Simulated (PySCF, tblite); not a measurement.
# C₂H₁₀O₂SSi₃: geometry, infrared bands and NMR shifts

Aim: predict the infrared bands and NMR shifts of C₂H₁₀O₂SSi₃ (`CO[Si@@H]1CO[Si@H]1S[SiH3]`).

Programs: tblite 0.8.0 and PySCF 2.14.0, with density-fitted response routines of our own. Each step states its level of theory. These are calculated values for one molecule in the gas phase, unless marked as measured. Atoms count from 0, in the outputs and in this text.

### 1 The molecule as given

18 atoms, charge 0, multiplicity 1; geometry from: force field or distance geometry start.

Bonds of the start (Å): C0–O1 1.39, O1–Si2 1.71, Si2–C3 1.83, C3–O4 1.41, O4–Si5 1.70, Si5–S6 2.13, S6–Si7 2.12, Si5–Si2 2.20, C0–H8 1.10, C0–H9 1.11, C0–H10 1.10, Si2–H11 1.46, C3–H12 1.10, C3–H13 1.11, Si5–H14 1.47, Si7–H15 1.46, Si7–H16 1.47, Si7–H17 1.45.

### 2 Geometry optimisation with GFN2-xTB

Job settings and geometry (Å):

```
{"job": {"kind": "relax", "xc": "GFN2-xTB", "basis": "xTB"}, "charge": 0, "multiplicity": 1}
C     -3.312200     1.062100    -0.331400
O     -2.615700     0.074900     0.350800
Si    -1.262400    -0.329100    -0.613400
C     -0.348300    -1.858600    -0.184300
O      0.726400    -1.288200     0.520900
Si     0.650600     0.385500     0.209600
S      2.108400     0.942900    -1.239500
Si     4.120100     0.495100    -0.747800
H     -4.404500     0.917500    -0.283000
H     -3.004500     0.975000    -1.395000
H     -3.020500     2.065800     0.001800
H     -1.504400    -0.081800    -2.032400
H      0.005600    -2.367700    -1.094700
H     -0.855800    -2.575100     0.486800
H      0.520800     1.262900     1.383800
H      4.818200    -0.207500     0.330400
H      3.592900    -0.849900    -0.992000
H      3.776700     1.382500     0.352700
```

Run with:

```console
$ OMP_NUM_THREADS=1 python probes_run.py task.json out
```

This one command runs all jobs of the session in turn.

The log of the run:

```text
step      E/eV     max force
  0    -704.09609    4.340
  1    -704.93212    3.695
  2    -706.15605    4.004
  3    -706.80997    2.052
  4    -706.99181    1.063
  5    -707.07182    0.895
  6    -707.14736    0.998
  7    -707.23379    1.042
  8    -707.30674    1.017
  9    -707.37979    0.907
 10    -707.43967    0.797
 11    -707.51810    1.048
 12    -707.63750    0.955
 13    -707.69464    0.501
 14    -707.72896    0.508
 15    -707.78765    0.690
 16    -707.83504    0.861
 17    -707.94474    1.186
 18    -708.08737    1.491
 19    -708.27720    1.556
 20    -708.51628    0.913
 21    -708.62110    0.656
 22    -708.63693    1.704
 23    -708.73044    0.620
 24    -708.78294    0.487
 25    -708.84583    1.117
 26    -708.90080    0.605
 27    -708.93223    0.398
 28    -708.95780    0.222
 29    -708.96479    0.181
 30    -708.97087    0.152
 31    -708.97464    0.154
 32    -708.97744    0.125
 33    -708.97992    0.117
 34    -708.98318    0.178
 35    -708.98725    0.214
 36    -708.99124    0.163
 37    -708.99405    0.110
 38    -708.99582    0.104
 39    -708.99723    0.137
 40    -708.99859    0.142
 41    -709.00001    0.107
 42    -709.00162    0.108
 43    -709.00356    0.120
 44    -709.00579    0.106
 45    -709.00793    0.120
 46    -709.00976    0.123
 47    -709.01151    0.103
 48    -709.01337    0.112
 49    -709.01508    0.101
 50    -709.01643    0.082
 51    -709.01750    0.088
 52    -709.01853    0.080
 53    -709.01969    0.070
 54    -709.02077    0.068
 55    -709.02164    0.079
 56    -709.02247    0.073
 57    -709.02342    0.069
 58    -709.02434    0.064
 59    -709.02500    0.045
 60    -709.02541    0.049
 61    -709.02577    0.044
 62    -709.02620    0.053
 63    -709.02667    0.052
 64    -709.02702    0.043
 65    -709.02725    0.036
 66    -709.02748    0.039
 67    -709.02787    0.045
 68    -709.02844    0.072
 69    -709.02915    0.078
 70    -709.02993    0.075
 71    -709.03073    0.077
 72    -709.03164    0.080
 73    -709.03272    0.078
 74    -709.03364    0.069
 75    -709.03418    0.053
 76    -709.03453    0.046
 77    -709.03490    0.045
 78    -709.03532    0.059
 79    -709.03576    0.066
 80    -709.03611    0.043
 81    -709.03636    0.044
 82    -709.03662    0.044
 83    -709.03696    0.076
 84    -709.03737    0.082
 85    -709.03777    0.049
 86    -709.03808    0.041
 87    -709.03838    0.056
 88    -709.03874    0.085
 89    -709.03925    0.087
 90    -709.03970    0.045
 91    -709.03999    0.035
 92    -709.04017    0.037
 93    -709.04036    0.050
 94    -709.04063    0.047
 95    -709.04099    0.045
 96    -709.04143    0.058
 97    -709.04195    0.065
 98    -709.04259    0.077
 99    -709.04333    0.064
100    -709.04402    0.056
101    -709.04447    0.051
102    -709.04469    0.044
103    -709.04484    0.022
104    -709.04493    0.020
105    -709.04502    0.020
106    -709.04511    0.021
107    -709.04522    0.023
108    -709.04535    0.022
109    -709.04550    0.025
110    -709.04571    0.034
111    -709.04605    0.043
112    -709.04654    0.049
113    -709.04707    0.056
114    -709.04756    0.066
115    -709.04809    0.074
116    -709.04889    0.084
117    -709.05038    0.100
118    -709.05289    0.113
119    -709.05594    0.125
120    -709.06003    0.124
121    -709.05006    0.352
122    -709.06529    0.204
123    -709.06706    0.106
124    -709.06955    0.104
125    -709.07242    0.317
126    -709.07573    0.090
127    -709.07761    0.095
128    -709.08002    0.249
129    -709.08395    0.102
130    -709.08601    0.072
131    -709.08818    0.130
132    -709.08887    0.091
133    -709.08950    0.058
134    -709.08990    0.075
135    -709.09043    0.066
136    -709.09071    0.032
137    -709.09092    0.030
138    -709.09113    0.033
139    -709.09127    0.029
140    -709.09143    0.025
141    -709.09156    0.035
142    -709.09170    0.032
143    -709.09186    0.031
144    -709.09201    0.034
145    -709.09214    0.031
146    -709.09226    0.025
147    -709.09235    0.023
148    -709.09244    0.028
149    -709.09252    0.027
150    -709.09263    0.023
151    -709.09277    0.025
152    -709.09294    0.033
153    -709.09310    0.031
154    -709.09325    0.029
155    -709.09342    0.031
156    -709.09365    0.040
157    -709.09393    0.049
158    -709.09413    0.035
159    -709.09428    0.026
160    -709.09443    0.028
161    -709.09464    0.047
162    -709.09492    0.062
163    -709.09521    0.054
164    -709.09545    0.042
165    -709.09567    0.035
166    -709.09593    0.042
167    -709.09621    0.054
168    -709.09648    0.044
169    -709.09675    0.039
170    -709.09701    0.037
171    -709.09727    0.037
172    -709.09752    0.039
173    -709.09774    0.030
174    -709.09771    0.073
175    -709.09805    0.031
176    -709.09814    0.022
177    -709.09829    0.015
178    -709.09835    0.014
179    -709.09839    0.013
180    -709.09843    0.014
181    -709.09848    0.016
182    -709.09853    0.016
183    -709.09859    0.018
184    -709.09865    0.017
185    -709.09870    0.014
186    -709.09874    0.017
187    -709.09880    0.019
188    -709.09886    0.020
189    -709.09893    0.018
190    -709.09899    0.017
191    -709.09905    0.020
192    -709.09914    0.025
193    -709.09926    0.025
194    -709.09941    0.025
195    -709.09956    0.026
196    -709.09970    0.026
197    -709.09983    0.024
198    -709.09994    0.040
199    -709.09993    0.041
200    -709.10013    0.022
201    -709.10023    0.019
202    -709.10048    0.023
203    -709.10060    0.028
204    -709.10082    0.032
205    -709.10098    0.027
206    -709.10112    0.029
207    -709.10117    0.019
208    -709.10120    0.009
```

It took 9.6 s on 1 thread of AMD EPYC, shared host; peak memory 0.18 GiB.

Along the way: (not every step is listed)

```
step  energy from step 0 (eV)  largest force (eV/Å)
   0                   0.0000                4.3395
   1                  -0.8360                3.6954
   2                  -2.0600                4.0042
   3                  -2.7139                2.0525
   4                  -2.8957                1.0633
   5                  -2.9757                0.8952
   6                  -3.0513                0.9979
   7                  -3.1377                1.0425
   8                  -3.2106                1.0168
  27                  -4.8361                0.3979
  46                  -4.9137                0.1227
  65                  -4.9312                0.0356
  84                  -4.9413                0.0822
 103                  -4.9488                0.0218
 122                  -4.9692                0.2045
 141                  -4.9955                0.0355
 160                  -4.9983                0.0278
 179                  -5.0023                0.0127
 198                  -5.0038                0.0399
 203                  -5.0045                0.0282
 204                  -5.0047                0.0319
 205                  -5.0049                0.0272
 206                  -5.0050                0.0287
 207                  -5.0051                0.0195
 208                  -5.0051                0.0088
```

Close pairs (by a distance rule), those that changed most:

```
   bond  before (Å)  after (Å)  change (Å)
Si2–Si5       2.202      2.308      +0.107
 O1–Si2       1.710      1.617      -0.093
 Si2–C3       1.833      1.921      +0.088
 O4–Si5       1.704      1.655      -0.049
 S6–Si7       2.119      2.150      +0.031
  C3–O4       1.406      1.435      +0.028
  C0–H9       1.111      1.091      -0.019
 Si5–S6       2.130      2.144      +0.014
```

The final coordinates are the input of the step that follows.

### 3 Vibrational analysis with GFN2-xTB

Job settings and geometry (Å):

```
{"job": {"kind": "ir", "xc": "GFN2-xTB", "basis": "xTB"}, "charge": 0, "multiplicity": 1}
C     -3.589270     0.811546    -0.571562
O     -2.536046    -0.041151    -0.236565
Si    -1.010231    -0.016606    -0.770790
C     -0.117206    -1.539598    -0.013859
O      1.010974    -0.871888     0.568869
Si     0.686668     0.750931     0.592959
S      2.469823     1.732476    -0.081088
Si     3.690351     0.030180    -0.564470
H     -4.500083     0.416501    -0.122306
H     -3.712541     0.860839    -1.654922
H     -3.405876     1.819098    -0.193378
H     -0.944771     0.005849    -2.240467
H      0.263500    -2.285417    -0.711124
H     -0.658076    -2.060258     0.778540
H      0.489169     1.211724     1.969716
H      3.926621    -0.747000     0.640356
H      3.025727    -0.737202    -1.609790
H      4.902508     0.666294    -1.056536
```

The log of the run:

```text
mode    cm-1     km/mol
  1      21.6      3.00
  2      55.1      5.21
  3      72.5      2.88
  4      76.1      2.85
  5      84.3      2.92
  6     111.8      4.41
  7     147.3      4.37
  8     149.9      4.84
  9     178.3      2.00
 10     231.0      5.23
 11     253.0     19.88
 12     387.7     32.73
 13     432.9     35.99
 14     491.1    135.91
 15     510.9    184.84
 16     530.8     51.42
 17     542.4     75.07
 18     573.9     65.09
 19     603.0    116.29
 20     669.0    224.97
 21     674.4    106.58
 22     719.7     99.18
 23     721.8     30.63
 24     754.4     78.27
 25     767.2    188.61
 26     774.6    213.55
 27     788.4    374.57
 28     826.3    174.33
 29    1003.4    108.95
 30    1128.4     14.58
 31    1132.9     65.00
 32    1151.5     16.35
 33    1157.2    232.46
 34    1231.4      3.22
 35    1414.9      1.23
 36    1472.5      2.36
 37    1478.8      7.42
 38    1484.0      3.24
 39    2147.4    241.28
 40    2203.6    315.25
 41    2306.8    246.72
 42    2340.9    261.86
 43    2349.0    159.23
 44    2944.2     41.93
 45    2963.6     27.21
 46    2973.8     25.08
 47    2975.2     41.54
 48    3003.1     20.67
```

It took 4 s on 1 thread of AMD EPYC, shared host; peak memory 0.18 GiB.

Which atoms move in the most intense modes:

```
cm⁻¹  km/mol                                  atoms
 669   225.0                     H11 61 %, H14 12 %
 775   213.6                     H16 52 %, H17 39 %
 788   374.6  O4 26 %, Si5 15 %, H16 12 %, H15 11 %
1157   232.5              O1 41 %, C0 22 %, H8 12 %
2147   241.3                               H11 96 %
2204   315.2                               H14 96 %
2307   246.7                               H16 96 %
2341   261.9                     H17 84 %, H15 11 %
```

### 4 Shielding tensors: PBE0/pcSseg-1

Settings changed since step 3:

```diff
@@ -1,2 +1,2 @@
-{"job": {"kind": "ir", "xc": "GFN2-xTB", "basis": "xTB"}, "charge": 0, "multiplicity": 1}
+{"job": {"kind": "nmr", "xc": "PBE0", "basis": "pcSseg-1"}, "charge": 0, "multiplicity": 1}
 C     -3.589270     0.811546    -0.571562
```

Level: GIAO PBE0/pcSseg-1 NMR shielding, non-relativistic, gas phase.

The log of the run:

```text
coarse grid: 17040 points
cycle   1  E = -1498.3584800899  dE =  9.727e-01  |g| = 9.112e-01  |ddm| = 3.925e+00
cycle   2  E = -1498.0530423767  dE =  3.054e-01  |g| = 1.558e+00  |ddm| = 2.531e+00
cycle   3  E = -1498.5113041009  dE = -4.583e-01  |g| = 1.237e-01  |ddm| = 1.854e+00
cycle   4  E = -1498.5138532955  dE = -2.549e-03  |g| = 6.657e-02  |ddm| = 2.202e-01
cycle   5  E = -1498.5148612279  dE = -1.008e-03  |g| = 1.650e-02  |ddm| = 8.797e-02
cycle   6  E = -1498.5149026691  dE = -4.144e-05  |g| = 6.969e-03  |ddm| = 2.195e-02
cycle   7  E = -1498.5149118917  dE = -9.223e-06  |g| = 6.413e-04  |ddm| = 7.803e-03
final grid: 146080 points
cycle   8  E = -1498.5827357908  dE = -1.690e-05  |g| = 1.261e-02  |ddm| = 2.384e-02
cycle   9  E = -1498.5827031539  dE =  3.264e-05  |g| = 1.858e-02  |ddm| = 2.155e-02
cycle  10  E = -1498.5827640497  dE = -6.090e-05  |g| = 1.645e-03  |ddm| = 1.376e-02
cycle  11  E = -1498.5827646267  dE = -5.770e-07  |g| = 1.916e-04  |ddm| = 1.859e-03
cycle  12  E = -1498.5827646340  dE = -7.295e-09  |g| = 1.022e-04  |ddm| = 3.388e-04
cycle  13  E = -1498.5827646361  dE = -2.128e-09  |g| = 2.737e-05  |ddm| = 1.246e-04
cycle  14  E = -1498.5827646363  dE = -1.246e-10  |g| = 9.635e-06  |ddm| = 3.426e-05
converged SCF energy = -1498.5827646363

GIAO shielding tensors (ppm)
atom      isotropic    diamagn.    paramagn.     s11        s22        s33       span
  0 C      132.885     240.329    -107.444    105.463    107.929    185.264     79.801
  1 O      319.525     399.299     -79.774    263.496    334.180    360.898     97.403
  2 Si     330.189     882.091    -551.902    284.568    339.363    366.635     82.067
  3 C      116.978     254.289    -137.311     75.846    101.976    173.112     97.266
  4 O      288.777     400.043    -111.266    229.089    300.282    336.958    107.869
  5 Si     311.562     881.560    -569.998    242.056    302.210    390.421    148.365
  6 S      789.298    1061.040    -271.742    636.514    836.225    895.155    258.642
  7 Si     411.681     879.461    -467.779    378.141    412.474    444.430     66.289
  8 H       27.636      26.354       1.282     23.300     25.430     34.178     10.879
  9 H       28.099      26.868       1.231     24.165     25.782     34.350     10.185
 10 H       27.938      28.212      -0.273     23.747     25.994     34.074     10.327
 11 H       25.840      31.058      -5.218     22.573     25.471     29.476      6.902
 12 H       27.079      31.991      -4.912     22.923     25.662     32.652      9.729
 13 H       27.012      32.218      -5.206     23.358     25.624     32.054      8.696
 14 H       25.241      30.673      -5.432     21.669     24.042     30.012      8.343
 15 H       27.063      29.200      -2.138     23.162     25.212     32.814      9.652
 16 H       27.120      30.392      -3.272     23.081     26.062     32.217      9.135
 17 H       27.190      28.176      -0.986     23.379     24.904     33.287      9.908
```

Wall time 2.4 min (1 thread of AMD EPYC, shared host); peak memory 1 GiB.

The references, computed at this level on geometries of the same kind, shield at (ppm): ¹H TMS 31.72, ¹³C TMS 186.9, ²⁹Si TMS 349.2, ¹⁷O H2O 336.1, ³³S CS2 504. Their shielding less the atom's gives the shift. The references are single molecules in the gas phase, so shifts against H2O, NH3, PH3, H3PO4 or CFCl3 are not on the usual liquid scales and can be off by tens of ppm. Atoms listed in one row are averaged.

```
        atoms                                                     environment  σ (ppm)  δ (ppm)  δ scaled to CDCl3
           C3                                      sp3 CH2 bonded to O and Si    117.0     69.9               66.4
           C0                                       methyl carbon bonded to O    132.9     54.0               50.8
          H14  hydrogen on a silicon bonded to O, S, Si, in a 4-membered ring    25.24     6.48                  –
          H11  hydrogen on a silicon bonded to C, O, Si, in a 4-membered ring    25.84     5.88                  –
          H13                       hydrogen on an sp3 CH2 bonded to O and Si    27.01     4.70               4.54
          H12                       hydrogen on an sp3 CH2 bonded to O and Si    27.08     4.64               4.48
H15, H16, H17                               hydrogen on a silicon bonded to S    27.12     4.59                  –
  H8, H9, H10                         hydrogen on a methyl carbon bonded to O    27.89     3.83               3.71
           O4                    oxygen bonded to C, Si, in a 4-membered ring    288.8     47.3                  –
           O1                                          oxygen bonded to C, Si    319.5     16.6                  –
          Si5             silicon bonded to O, S, Si, H, in a 4-membered ring    311.6     37.6                  –
          Si2             silicon bonded to C, O, Si, H, in a 4-membered ring    330.2     19.0                  –
          Si7                                        silicon bonded to S, 3 H    411.7    -62.5                  –
           S6                                           sulfur bonded to 2 Si      789     -286                  –
```

The scaled column applies a straight-line fit of computed shieldings to shifts measured in CDCl3, with any fitted terms for Cl, Br or S neighbours (root-mean-square error 0.16 ppm for H, 1.9 ppm for C).

The run also stored atomic charges by several schemes (e):

```
atoms  Mulliken    IAO  Hirshfeld  ESP fit
   C0      0.00  -0.20      -0.03    -0.20
   O1     -0.62  -0.63      -0.22    -0.29
  Si2      0.65   0.83       0.34     0.33
   C3     -0.20  -0.34      -0.09    -0.18
   O4     -0.63  -0.66      -0.23    -0.37
  Si5      0.60   0.74       0.29     0.45
   S6     -0.55  -0.46      -0.20    -0.40
  Si7      0.49   0.57       0.29     0.32
```

Mayer bond orders: C0–O1 0.89, O1–Si2 1.00, Si2–C3 0.87, C3–O4 0.85, O4–Si5 0.94, Si5–S6 0.97, S6–Si7 0.92, Si5–Si2 0.86.

Ring of atoms Si2, C3, O4, Si5: NICS(0) -0.9, NICS(1) -0.7, NICS(1)zz 2.1 ppm (means of both faces; NICS(1) differs between them: -1.8 and 0.3).

The fields below are evaluated on a grid from the run's orbitals.

Frontier orbitals at PBE0/pcSseg-1, with the share of their density that lies nearest to each atom:

```
orbital  energy (eV)                       lies on
   HOMO        -6.84    S6 54 %; Si2 10 %; Si5 8 %
   LUMO        -0.60  Si5 24 %; Si2 16 %; H14 16 %
```

ELF in a plane through or near 5 of the atoms.

Ten even steps from '0' (0.00) to '9' (1.00):
```
0000000000000000000000000000
0000000000000000000000000000
0000000023310000000000000000
0000000368741000000000000000
0000000489862000000132000000
0000100473273112100999200000
0004741466275366301999200000
0016994496775798500898100000
0015880247443897432513420000
0001343702022563277725982000
0000142111032127675747992000
0000045430252492168712750000
0000012210112589427600100000
0000000000018964101100000000
0000000000069971000000000000
0000000000089960000000000000
0000000000038820000000000000
0000000000000000000000000000
0000000000000000000000000000
0000000000000000000000000000
```
The map spans 14.8 Å across and 9.7 Å up, centred on the molecule. Atoms in the plane (x, y in Å): C0 (3.7, 0.5), Si2 (1.0, -0.1), S6 (-2.3, 2.0), Si7 (-3.7, 0.3), H12 (-0.5, -2.3).

On the surface of density 0.002 e/bohr³ the electrostatic potential runs, from the 1st to the 99th percentile, from -1.22 V near O4 to 1.43 V near H10.

### 5 Summary of results

| quantity | value |
| --- | --- |
| strongest single infrared mode (GFN2-xTB) | 788 cm⁻¹, 375 km/mol |
| zero-point energy (GFN2-xTB) | 72.9 kcal/mol |
| ¹³C shifts against TMS (PBE0/pcSseg-1) | 69.9, 54.0 ppm |
| ¹H shifts against TMS (PBE0/pcSseg-1, means over atoms taken as alike) | 6.48, 5.88, 4.70, 4.64, 4.59, 3.83 ppm |
| ¹⁷O shifts against H2O (PBE0/pcSseg-1) | 47.3, 16.6 ppm |
| ²⁹Si shifts against TMS (PBE0/pcSseg-1) | 37.6, 19.0, -62.5 ppm |
| ³³S shifts against CS2 (PBE0/pcSseg-1) | -286 ppm |
| surface potential, 1st and 99th percentile | -1.22 V and 1.43 V |

The optimisation took 208 steps and gained 5.005 eV; among the close pairs (by a distance rule), Si2–Si5 changed most, from 2.202 to 2.308 Å. No mode is imaginary among the 48: a minimum at this level. The strongest single mode, at 788 cm⁻¹, has its largest shares on O4, Si5, H16 and H15 (the list is cut at 4 atoms). Unscaled tight-binding wavenumbers are off by several per cent, some by more. Its intensities can rank the bands wrongly. At PBE0/pcSseg-1: Shielding is most anisotropic at S6 (span 259 ppm, paramagnetic term -272 ppm). At PBE0/pcSseg-1, counted by nearest atom on the grid, the HOMO lies on S6 54 %; Si2 10 %, the LUMO on Si5 24 %; Si2 16 %.
